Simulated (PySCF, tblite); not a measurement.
# C₂H₁₂O₂Si₃: geometry, infrared bands and NMR shifts

What infrared bands and NMR shifts should C₂H₁₂O₂Si₃ (`COCO[SiH]([SiH3])[SiH3]`) show?

Computed with tblite 0.8.0 and PySCF 2.14.0, with density-fitted response routines of our own, on a single molecule in the gas phase. Atoms are numbered from 0 throughout.

## (1) The starting structure

19 atoms, charge 0, multiplicity 1; geometry from: force field or distance geometry start.

Bonds of the start (Å): C0–O1 1.41, O1–C2 1.42, C2–O3 1.44, O3–Si4 1.68, Si4–Si5 2.30, Si4–Si6 2.31, C0–H7 1.10, C0–H8 1.09, C0–H9 1.08, C2–H10 1.10, C2–H11 1.10, Si4–H12 1.49, Si5–H13 1.48, Si5–H14 1.50, Si5–H15 1.50, Si6–H16 1.49, Si6–H17 1.49, Si6–H18 1.50.

## (2) Relaxing the molecule with GFN2-xTB

The job: settings as JSON, then the geometry in Å.

```
{"job": {"kind": "relax", "xc": "GFN2-xTB", "basis": "xTB"}, "charge": 0, "multiplicity": 1}
C      2.647400     0.879500    -0.745100
O      2.256500    -0.168700     0.120300
C      1.494800    -1.167100    -0.533300
O      0.182600    -0.689900    -0.868900
Si    -1.013100    -0.748500     0.311500
Si    -0.694100     0.776500     2.007400
Si    -3.046800    -0.119500    -0.597800
H      1.763900     1.399600    -1.137200
H      3.235100     1.600500    -0.172500
H      3.250800     0.499300    -1.559600
H      1.982900    -1.465100    -1.467300
H      1.444000    -2.062000     0.098800
H     -1.095500    -2.136100     0.846300
H     -1.869100     0.786500     2.907900
H     -0.511000     2.159000     1.467200
H      0.493800     0.420900     2.846400
H     -2.991500     1.274100    -1.109400
H     -3.425500    -1.033300    -1.714000
H     -4.115000    -0.196400     0.445600
```

Started as:

```
$ OMP_NUM_THREADS=1 python probes_run.py task.json out
```

One launch serves the whole session: the jobs run in the order shown.

**Question.** This job is followed by: GFN2-xTB harmonic vibrations, gas phase; GIAO PBE0/pcSseg-1 NMR shielding, non-relativistic, gas phase. What will the session give for the following? strongest single infrared mode (GFN2-xTB); zero-point energy (GFN2-xTB); 13C shifts against TMS (PBE0/pcSseg-1); 1H shifts against TMS (PBE0/pcSseg-1, means over atoms taken as alike); 17O shifts against H2O (PBE0/pcSseg-1); 29Si shifts against TMS (PBE0/pcSseg-1, means over atoms taken as alike).

The runs gave:

| quantity | value |
| --- | --- |
| strongest single infrared mode (GFN2-xTB) | 779 cm⁻¹, 792 km/mol |
| zero-point energy (GFN2-xTB) | 81.2 kcal/mol |
| 13C shifts against TMS (PBE0/pcSseg-1) | 95.7, 57.4 ppm |
| 1H shifts against TMS (PBE0/pcSseg-1, means over atoms taken as alike) | 5.59, 4.83, 3.52, 3.49 ppm |
| 17O shifts against H2O (PBE0/pcSseg-1) | 61.6, 41.3 ppm |
| 29Si shifts against TMS (PBE0/pcSseg-1, means over atoms taken as alike) | -15.9, -114.1 ppm |

**Reading.** The optimisation took 153 steps and gained 0.411 eV; among the close pairs (by a distance rule), C2–O3 changed most, from 1.436 to 1.373 Å. All 51 modes are real, so the xTB geometry is a minimum. The strongest single mode, at 779 cm⁻¹, is spread over several atoms, H14, H15, H16, H18 among them. Unscaled tight-binding wavenumbers are off by several per cent, some by more. Its intensities can rank the bands wrongly. At PBE0/pcSseg-1: The largest span, 175 ppm, is at Si4, where the paramagnetic term is -517 ppm.
